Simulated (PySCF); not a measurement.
# [PbOCl]−: structure and properties

What shape and bonds does [PbOCl]− have? It is relaxed from a template within its point group. It is a constructed species; whether it can be made isn't addressed.

Program: PySCF 2.14.0. Level of theory: PBE0, Pb def2-SVP with ECP60, O def2-SVP, Cl def2-SVP; scalar-relativistic core potentials, no spin–orbit coupling. These are calculated values, not measurements.

1 further run of the same task is left out (for a known fault of the program).

### 1 Starting geometry

3 atoms, charge -1, spin multiplicity 1.

Bond lengths: Pb1–O2 1.798 Å, Pb1–Cl3 2.595 Å. Angles: O2–Pb1–Cl3 131.8°.

Geometry (Å):

```xyz
3

Pb    0.0000    0.0000    0.0000
O     1.6413    0.0000    0.7345
Cl   -2.3683    0.0000    1.0599
```

Formal oxidation states: Pb +2.

### 2 SCF at the start, singlet

The input, run.py (the lines that set the calculation):

```python
mol = gto.M(atom='''
Pb     0.00000     0.00000     0.00000
O      1.64130     0.00000     0.73450
Cl    -2.36830     0.00000     1.05990''',
    basis={'Pb': 'def2-SVP', 'O': 'def2-SVP', 'Cl': 'def2-SVP'},
    ecp={'Pb': 'def2-SVP'},
    charge=-1, spin=0)
mf = dft.RKS(mol, xc='PBE0')
mf.grids.atom_grid = (50, 194)
mf = mf.density_fit()  # fitting sets: Pb def2-universal-JKFIT, O def2-universal-JKFIT, Cl def2-universal-JKFIT
mf.conv_tol = 1e-08; mf.max_cycle = 55
mf.kernel(dm0)  # dm0: free metal ions and neutral atoms
```

On the command line:

```
$ OMP_NUM_THREADS=2 python run.py
```

Output:

```text
init E= -762.759339811274
  HOMO = 0.204596043628079  LUMO = 0.296280083250014  gap/eV = 2.49485
cycle= 1 E= -718.823449342764  delta_E= 43.9  |g|= 4.75  |ddm|= 9.85
  HOMO = -0.198823811020574  LUMO = 0.028869922443113  gap/eV = 6.19586
cycle= 2 E= -611.154342514738  delta_E=  108  |g|=  9.3  |ddm|= 22.8
  HOMO = -0.207486795382235  LUMO = -0.127114238976863  gap/eV = 2.18705
cycle= 3 E= -725.938596027193  delta_E= -115  |g|= 2.82  |ddm|=   21
  HOMO = 0.158292117123793  LUMO = 0.27682265547564  gap/eV = 3.22538
cycle= 4 E= -723.473493172846  delta_E= 2.47  |g|= 3.37  |ddm|= 5.07
  HOMO = 0.00501938870391369  LUMO = 0.131221446533861  gap/eV = 3.43413
cycle= 5 E= -727.413575862656  delta_E= -3.94  |g|= 1.31  |ddm|= 4.56
  HOMO = -0.0468005546139426  LUMO = 0.108782483176441  gap/eV = 4.23363
cycle= 6 E= -727.847389236304  delta_E= -0.434  |g|= 0.378  |ddm|=  1.5
  HOMO = -0.00897760698986536  LUMO = 0.132708095115783  gap/eV = 3.85546
cycle= 7 E= -727.888199758033  delta_E= -0.0408  |g|= 0.0654  |ddm|= 0.626
  HOMO = -0.0144870199409297  LUMO = 0.131777791578287  gap/eV = 3.98007
cycle= 8 E= -727.888984206094  delta_E= -0.000784  |g|= 0.031  |ddm|= 0.084
  HOMO = -0.0145780346569353  LUMO = 0.133116483947058  gap/eV = 4.01897
cycle= 9 E= -727.889223232794  delta_E= -0.000239  |g|= 0.0168  |ddm|= 0.0308
  HOMO = -0.014754134218272  LUMO = 0.133202448809537  gap/eV = 4.02610
cycle= 10 E= -727.889285707273  delta_E= -6.25e-05  |g|= 0.00632  |ddm|= 0.0126
  HOMO = -0.0146785374689529  LUMO = 0.133146573724427  gap/eV = 4.02253
cycle= 11 E= -727.889294199844  delta_E= -8.49e-06  |g|= 0.00217  |ddm|= 0.00458
  HOMO = -0.0145802141690936  LUMO = 0.133187210228389  gap/eV = 4.02096
cycle= 12 E= -727.889295316273  delta_E= -1.12e-06  |g|= 0.000535  |ddm|= 0.00168
  HOMO = -0.0145502038354408  LUMO = 0.133202946381638  gap/eV = 4.02057
cycle= 13 E= -727.889295388387  delta_E= -7.21e-08  |g|= 6.18e-05  |ddm|= 0.000528
  HOMO = -0.01454909956216  LUMO = 0.133200748648368  gap/eV = 4.02048
cycle= 14 E= -727.889295389788  delta_E= -1.4e-09  |g|= 1.33e-05  |ddm|= 0.000109
  HOMO = -0.014547086198732  LUMO = 0.133202006660822  gap/eV = 4.02046
Extra cycle  E= -727.889295389603  delta_E= 1.85e-10  |g|= 3.38e-05  |ddm|= 4.75e-05
converged SCF energy = -727.889295389603
```

Wall time 1 s (2 threads of Arm Neoverse V2, shared host); peak memory 0.26 GiB.

Read off: E = -727.889295 Eh, HOMO -0.40 eV, LUMO 3.62 eV, Mulliken charge on Pb1 +0.32 e. 

### 3 Relaxation, singlet

Steps are kept in the start's point group, Cs.

The input, run.py (the lines that set the calculation):

```python
mol = gto.M(atom='''
Pb     0.21845     0.00000    -0.18851
O      1.85975     0.00000     0.54599
Cl    -2.14985     0.00000     0.87139''',
    basis={'Pb': 'def2-SVP', 'O': 'def2-SVP', 'Cl': 'def2-SVP'},
    ecp={'Pb': 'def2-SVP'},
    charge=-1, spin=0)
mf = dft.RKS(mol, xc='PBE0')
mf.grids.atom_grid = (50, 194)
mf = mf.density_fit()  # fitting sets: Pb def2-universal-JKFIT, O def2-universal-JKFIT, Cl def2-universal-JKFIT
mf.conv_tol = 1e-08; mf.max_cycle = 55
mf.kernel(dm0)  # dm0: an SCF of this state at this start
# quasi-Newton relaxation in Cartesian coordinates to a largest gradient under 0.00045 Eh/bohr, steps kept in the point group
```

On the command line:

```
$ OMP_NUM_THREADS=2 python run.py
```

The driver keeps no SCF log for this step, only its results.

Run time: 5.4 s. Hardware: 2 threads of Arm Neoverse V2, shared host.

Along the way:

```tsv
step	energy from step 1 (eV)	largest force component (eV/Å)
1	0.0000	6.7743
2	-0.8233	1.4623
3	-0.9181	1.0389
4	-0.9865	0.2831
5	-0.9953	0.1524
6	-0.9981	0.1157
7	-0.9989	0.0479
8	-0.9990	0.0060
```

Close pairs (by a distance rule), those that changed most:

```tsv
bond	before (Å)	after (Å)	change (Å)
Pb1–O2	1.798	1.969	+0.171
Pb1–Cl3	2.595	2.684	+0.089
```

It ends in Cs at E = -727.926008 Eh.

```
Pb    0.2110    0.0000   -0.5189
O     1.7192    0.0000    0.7476
Cl   -2.0019    0.0000    1.0001
```

### 4 The relaxed geometry turned into its symmetry frame

The input, run.py (the lines that set the calculation):

```python
mol = gto.M(atom='''
Pb     0.20568     0.00000    -0.28337
O      1.71391     0.00000     0.98313
Cl    -2.00722     0.00000     1.23564''',
    basis={'Pb': 'def2-SVP', 'O': 'def2-SVP', 'Cl': 'def2-SVP'},
    ecp={'Pb': 'def2-SVP'},
    charge=-1, spin=0)
mf = dft.RKS(mol, xc='PBE0')
mf.grids.atom_grid = (50, 194)
mf = mf.density_fit()  # fitting sets: Pb def2-universal-JKFIT, O def2-universal-JKFIT, Cl def2-universal-JKFIT
mf.conv_tol = 1e-08; mf.max_cycle = 55
mf.kernel(dm0)  # dm0: free metal ions and neutral atoms
```

On the command line:

```
$ OMP_NUM_THREADS=2 python run.py
```

Output:

```text
init E= -762.527279014536
  HOMO = 0.196210515181888  LUMO = 0.264481250363694  gap/eV = 1.85774
cycle= 1 E= -717.943327565619  delta_E= 44.6  |g|= 4.97  |ddm|= 8.69
  HOMO = -0.36594077914481  LUMO = 0.112103667007805  gap/eV = 13.00825
cycle= 2 E= -609.931710823536  delta_E=  108  |g|= 8.43  |ddm|= 22.7
  HOMO = -0.186439135525002  LUMO = 0.0688962766842655  gap/eV = 6.94803
cycle= 3 E= -717.330682155688  delta_E= -107  |g|=  4.3  |ddm|= 22.4
  HOMO = 0.0971770715152885  LUMO = 0.217046625570611  gap/eV = 3.26182
cycle= 4 E= -724.491429173995  delta_E= -7.16  |g|= 3.27  |ddm|= 6.95
  HOMO = -0.0408921971202645  LUMO = 0.162823316449121  gap/eV = 5.54338
cycle= 5 E= -726.601803235528  delta_E= -2.11  |g|= 2.25  |ddm|= 4.28
  HOMO = 0.0125274728764902  LUMO = 0.0790048914219454  gap/eV = 1.80894
cycle= 6 E= -727.5698770204  delta_E= -0.968  |g|= 0.989  |ddm|= 2.32
  HOMO = -0.0660661107693245  LUMO = 0.0956057165607902  gap/eV = 4.39931
cycle= 7 E= -727.870759132704  delta_E= -0.301  |g|= 0.45  |ddm|= 1.06
  HOMO = -0.0407170495336668  LUMO = 0.118454925129328  gap/eV = 4.33129
cycle= 8 E= -727.916822252575  delta_E= -0.0461  |g|= 0.192  |ddm|= 0.328
  HOMO = -0.039579353719304  LUMO = 0.118689367287754  gap/eV = 4.30671
cycle= 9 E= -727.924677823608  delta_E= -0.00786  |g|= 0.0695  |ddm|= 0.143
  HOMO = -0.03720619312396  LUMO = 0.117146566768986  gap/eV = 4.20015
cycle= 10 E= -727.925931863451  delta_E= -0.00125  |g|= 0.0147  |ddm|= 0.0747
  HOMO = -0.0373166814735427  LUMO = 0.117366455116817  gap/eV = 4.20914
cycle= 11 E= -727.9260037541  delta_E= -7.19e-05  |g|= 0.00402  |ddm|= 0.0209
  HOMO = -0.0376346284264823  LUMO = 0.11733030590689  gap/eV = 4.21681
cycle= 12 E= -727.926007752582  delta_E= -4e-06  |g|= 0.00034  |ddm|= 0.00391
  HOMO = -0.0375936631555259  LUMO = 0.117392042466896  gap/eV = 4.21738
cycle= 13 E= -727.926007845236  delta_E= -9.27e-08  |g|= 0.000258  |ddm|= 0.00103
  HOMO = -0.0376180386489873  LUMO = 0.117391844422598  gap/eV = 4.21803
cycle= 14 E= -727.926007866251  delta_E= -2.1e-08  |g|= 8.98e-05  |ddm|= 0.000384
  HOMO = -0.0376265384140168  LUMO = 0.117389101244896  gap/eV = 4.21819
cycle= 15 E= -727.926007868417  delta_E= -2.17e-09  |g|= 2.77e-06  |ddm|= 0.000108
  HOMO = -0.0376273301544395  LUMO = 0.117388756363919  gap/eV = 4.21820
Extra cycle  E= -727.926007868407  delta_E= 1e-11  |g|= 6.64e-06  |ddm|= 1.07e-05
converged SCF energy = -727.926007868407
```

Wall time 0.4 s (2 threads of Arm Neoverse V2, shared host).

It gives: E = -727.926008 Eh, HOMO -1.02 eV, LUMO 3.19 eV, Mulliken charge on Pb1 +0.29 e. 

### 5 Frequencies and infrared intensities

run.py (the lines that set the calculation): that of step 4 with these lines changed.

```diff
@@ -10,3 +10,4 @@
 mf = mf.density_fit()  # fitting sets: Pb def2-universal-JKFIT, O def2-universal-JKFIT, Cl def2-universal-JKFIT
-mf.conv_tol = 1e-08; mf.max_cycle = 55
-mf.kernel(dm0)  # dm0: free metal ions and neutral atoms
+mf.conv_tol = 1e-10; mf.max_cycle = 55
+mf.kernel(dm0)  # dm0: the density of the relaxed state
+# Hessian and dipole derivatives by central differences of gradients, 0.02 bohr
```

On the command line:

```
$ OMP_NUM_THREADS=2 python run.py
```

The driver keeps no SCF log for this step, only its results.

Wall time 7.9 s (2 threads of Arm Neoverse V2, shared host).

Point group Cs; negative numbers are unstable modes, and those under 60 cm⁻¹ are near the numerical noise:

```tsv
cm⁻¹	km/mol	symmetry
144	8.4	a'
227	73.7	a'
710	80.0	a'
```

### 6 Charges, bond orders and levels

The input, run.py (the lines that set the calculation):

```python
mol = gto.M(atom='''
Pb     0.21100     0.00000    -0.51887
O      1.71923     0.00000     0.74763
Cl    -2.00190     0.00000     1.00013''',
    basis={'Pb': 'def2-SVP', 'O': 'def2-SVP', 'Cl': 'def2-SVP'},
    ecp={'Pb': 'def2-SVP'},
    charge=-1, spin=0)
mf = dft.RKS(mol, xc='PBE0')
mf.grids.atom_grid = (75, 302)
mf = mf.density_fit()  # fitting sets: Pb def2-universal-JKFIT, O def2-universal-JKFIT, Cl def2-universal-JKFIT
mf.conv_tol = 1e-09; mf.max_cycle = 55
mf.kernel(dm0)  # dm0: the density of the relaxed state
```

On the command line:

```
$ OMP_NUM_THREADS=2 python run.py
```

Output:

```text
init E= -727.926224003804
  HOMO = -0.037646089747926  LUMO = 0.117378141924679  gap/eV = 4.21842
cycle= 1 E= -727.926224169992  delta_E= -1.66e-07  |g|= 0.000208  |ddm|= 0.000822
  HOMO = -0.0375904739612134  LUMO = 0.117390782265165  gap/eV = 4.21725
cycle= 2 E= -727.926224114242  delta_E= 5.58e-08  |g|= 0.000532  |ddm|= 0.000605
  HOMO = -0.0376345732785566  LUMO = 0.117381327888421  gap/eV = 4.21820
cycle= 3 E= -727.926224175304  delta_E= -6.11e-08  |g|= 0.000152  |ddm|= 0.000509
  HOMO = -0.0376273250584432  LUMO = 0.117384520070655  gap/eV = 4.21809
cycle= 4 E= -727.926224180799  delta_E= -5.5e-09  |g|= 2.01e-05  |ddm|= 0.000157
  HOMO = -0.0376283974251655  LUMO = 0.117383117652467  gap/eV = 4.21808
cycle= 5 E= -727.926224180929  delta_E= -1.3e-10  |g|= 3.77e-06  |ddm|= 3.24e-05
  HOMO = -0.0376274946460065  LUMO = 0.117383746492646  gap/eV = 4.21807
Extra cycle  E= -727.92622418092  delta_E= 9.09e-12  |g|= 7.29e-06  |ddm|= 1.2e-05
converged SCF energy = -727.92622418092
```

Run time: 2 s. Hardware: 2 threads of Arm Neoverse V2, shared host.

Result: E = -727.926224 Eh, HOMO -1.02 eV, LUMO 3.19 eV, Mulliken charge on Pb1 +0.29 e, largest force component 0.005 eV/Å. 

Löwdin charges:

```tsv
atom	value (e)
Pb1	0.03
O2	-0.59
Cl3	-0.45
```

Mulliken charges: Pb1 +0.29, O2 -0.70, Cl3 -0.59 e.

Contacts (the nearest donor of each ligand) and Mayer bond orders:

```tsv
contact	distance (Å)	bond order
Pb1–O2 (O)	1.969	1.91
Pb1–Cl3 (Cl)	2.684	0.64
```

Mulliken populations of Pb1 outside the core potential: s 3.91, p 7.67, d 10.14.

Orbitals, density, ELF and potential are computed afterwards from the orbital file.

Frontier orbitals at PBE0, with the share of their density that lies nearest to each atom:

```tsv
orbital	energy (eV)	lies on
HOMO-1	-1.54	O2 77 %; Pb1 14 %; Cl3 9 %
HOMO	-1.02	O2 68 %; Pb1 16 %; Cl3 16 %
LUMO	3.19	Pb1 68 %; O2 25 %; Cl3 6 %
```

ELF in a plane through or near 3 of the atoms.

Values, 10 rows by 14 columns:
```
0.00 0.00 0.00 0.00 0.04 0.15 0.30 0.22 0.09 0.00 0.00 0.00 0.00 0.00
0.00 0.00 0.00 0.05 0.33 0.64 0.83 0.85 0.72 0.12 0.00 0.00 0.00 0.00
0.00 0.00 0.00 0.12 0.41 0.53 0.47 0.62 0.71 0.07 0.01 0.00 0.00 0.00
0.00 0.00 0.01 0.06 0.25 0.39 0.78 0.57 0.35 0.16 0.49 0.42 0.07 0.00
0.00 0.00 0.05 0.37 0.38 0.25 0.58 0.57 0.17 0.76 0.87 0.81 0.41 0.01
0.00 0.00 0.16 0.74 0.65 0.72 0.22 0.18 0.48 0.37 0.43 0.84 0.54 0.03
0.00 0.00 0.13 0.69 0.76 0.86 0.41 0.06 0.54 0.85 0.67 0.82 0.41 0.01
0.00 0.00 0.01 0.29 0.60 0.57 0.17 0.01 0.26 0.65 0.68 0.51 0.11 0.00
0.00 0.00 0.00 0.00 0.04 0.02 0.00 0.00 0.00 0.06 0.10 0.03 0.00 0.00
0.00 0.00 0.00 0.00 0.00 0.00 0.00 0.00 0.00 0.00 0.00 0.00 0.00 0.00
```
The map spans 9.3 Å across and 7.0 Å up, centred on the molecule. Atoms in the plane (x, y in Å): Pb1 (-0.4, 0.9), O2 (-1.7, -0.6), Cl3 (2.0, -0.3).

log10 of the density (e/Å³) in the same plane.

Ten even steps from '0' (-4.0) to '9' (1.5):
```
0000001122233322211100000000
0000011223333333322100000000
0000112233444444432210000000
0000122344455555433211000000
0000123345566665543322210000
0001123445677776544433321000
0001233456789987655554432100
0001234456798887655555543200
0001345566788987666776654310
0012345677778876667777654320
0012356788766666678997755420
0012356788866555677997755420
0002356788765545567777654310
0002345677655444566666554310
0001234555544333455555443200
0000123444433222344444432100
0000001222221111122332210000
0000000011100000011111100000
0000000000000000000000000000
0000000000000000000000000000
```
The map spans 9.3 Å across and 7.0 Å up, centred on the molecule. Atoms in the plane (x, y in Å): Pb1 (-0.4, 0.9), O2 (-1.7, -0.6), Cl3 (2.0, -0.3).

On the surface of density 0.002 e/bohr³ the electrostatic potential runs, from the 1st to the 99th percentile, from -6.69 V near O2 to -3.05 V near Pb1.

### 7 Outcome

| quantity | value |
| --- | --- |
| state and point group | singlet, Cs |
| modes | 144 to 710 cm⁻¹, none unstable |
| strongest infrared band (modes within 1.5 cm⁻¹ summed) | 710 cm⁻¹ (80 km/mol) |
| zero-point energy | 0.067 eV |
| ideal gas, 298 K, 1 bar | S = 309.8, Cp = 52.2 J/(mol K) |
| metal–ligand contacts | 1.97 to 2.68 Å |
| frontier levels | HOMO -1.02 eV, LUMO 3.19 eV |
| dipole about the centre of mass | 5.57 D |
| mean polarisability | 7.6 Å³ |

**Reading.** All modes are real, so the structure is a minimum. The metal carries +0.03 e by Löwdin's partition against a formal +2, and bond orders to the nearest donors reach 1.91. Both measures hang on the basis. One start shape was tried, so another isomer may lie lower. The bases are small and lack diffuse functions. Spin–orbit coupling is left out.
